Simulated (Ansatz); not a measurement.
# MnZn: the cost of one run

Computed with Ansatz 0.2.0 (DFT, PBEsol, PAW with Ansatz's default frozen-core files, scalar-relativistic, unless a step's input says otherwise).

**1. Starting point**

Symmetry: P-6m2, No. 187, hexagonal system. The conventional cell has a = 2.641 Å, b = 2.641 Å, c = 4.401 Å, α = 90.00°, β = 90.00°, γ = 120.00°. Mn (site symmetry -6m2) is surrounded by 6 Mn at 2.64 Å and 6 Zn at 2.68 Å. Around Zn (site symmetry -6m2) lie 6 Zn at 2.64 Å and 6 Mn at 2.68 Å.

Structure file:

```
Mn Zn
1.0
     2.64149    0.00000    0.00000
    -1.32075    2.28760    0.00000
     0.00000    0.00000    4.40095
Mn Zn
1 1
Direct
  0.66667 0.33333 0.50000
  0.33333 0.66667 0.00000
```

Atoms are numbered in the order of the input: Mn1, Zn2.

**2. Free moments from the typed start, PAW**

input.yaml reads:

```yaml
crystal:
  lattice:
    - [2.6414918477, 0.0, 0.0]
    - [-1.3207459238, 2.287599044, 0.0]
    - [0.0, 0.0, 4.400949]
  atoms:
    - { symbol: Mn, position: [0.6666666667, 0.3333333333, 0.5], spin: 4.0 }
    - { symbol: Zn, position: [0.3333333333, 0.6666666667, 0.0] }
magnetization:
  spin_polarized: true
kpoints:
  mp_grid: { grid: [20, 20, 8] }
scf:
  occupations: { method: fermi_dirac, width: 0.08 }
  lower_state_search: "off"
hamiltonian:
  xc: pbesol
  pseudopotentials: { kind: paw }
output:
  forces: true
  stress: true
  eigenvalues: true
  write_density: true
  write_potential: true
  elf: true
  volumetric_format: npy
```

Launch:

```sh
$ ansatz run input.yaml --threads 2 --pin off --max-ram 5120MiB --backend cpu --events-out ev --progress --plain --runs-dir out
```

Q: Estimate wall time and peak memory on 2 threads of Arm Neoverse V2, shared host.

About 21 s, with a peak of 0.51 GiB.
